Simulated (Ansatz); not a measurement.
# Zr2TeSe: the cost of one run

Computed with Ansatz 0.2.0 (DFT PBE, scalar-relativistic, plane waves, PAW, unless a step's input says otherwise).

## Step 1: The system as given

The structure is trigonal, space group P-3m1 (No. 164). The conventional cell has a = 4.967 Å, b = 4.967 Å, c = 4.423 Å, α = 90.00°, β = 90.00°, γ = 120.00°. Zr (site symmetry 3m) has 3 Te at 2.95 Å and 3 Zr at 3.20 Å and 3 Se at 3.24 Å as nearest neighbours. Te (site symmetry -3m) is surrounded by 2 Se at 2.21 Å and 6 Zr at 2.95 Å. Se (site symmetry -3m) has 2 Te at 2.21 Å as nearest neighbours.

Structure file:

```xyz
4
Lattice="4.9665 0.0000 0.0000 -2.4833 4.3012 0.0000 0.0000 0.0000 4.4230" Properties=species:S:1:pos:R:3 pbc="T T T"
Zr    0.0000    2.8674    2.9246
Zr    2.4833    1.4337    1.4984
Te    0.0000    0.0000    2.2115
Se    0.0000    0.0000    0.0000
```

A structure generator made this guess: random cell by space group and Wyckoff sites (P-3m1, No. 164). Lengths come from tabulated atomic sizes and are only a guess.

## Step 2: Probe: one point on a coarse mesh

input.yaml reads:

```yaml
crystal:
  lattice:
    - [4.96654502, 0.0, 0.0]
    - [-2.48327251, 4.30115416, 0.0]
    - [0.0, 0.0, 4.42299431]
  atoms:
    - { symbol: Zr, position: [0.33333333, 0.66666667, 0.66122871] }
    - { symbol: Zr, position: [0.66666667, 0.33333333, 0.33877129] }
    - { symbol: Te, position: [0.0, 0.0, 0.5] }
    - { symbol: Se, position: [0.0, 0.0, 0.0] }
basis:
  ecutwfc: 420
kpoints:
  mp_grid: { grid: [6, 6, 4] }
hamiltonian:
  xc: pbe
scf:
  occupations: { method: gaussian, width: 0.1 }
  lower_state_search: "off"
output:
  forces: true
  stress: true
  eigenvalues: true
```

Started as:

```console
$ ansatz run input.yaml --threads 1 --pin off --max-ram 2560MiB --backend cpu --events-out ev --progress --plain --runs-dir out
```

Q: Estimate wall time and peak memory on 1 thread of AMD EPYC, shared host.

About 8.9 s, with a peak of 0.46 GiB.
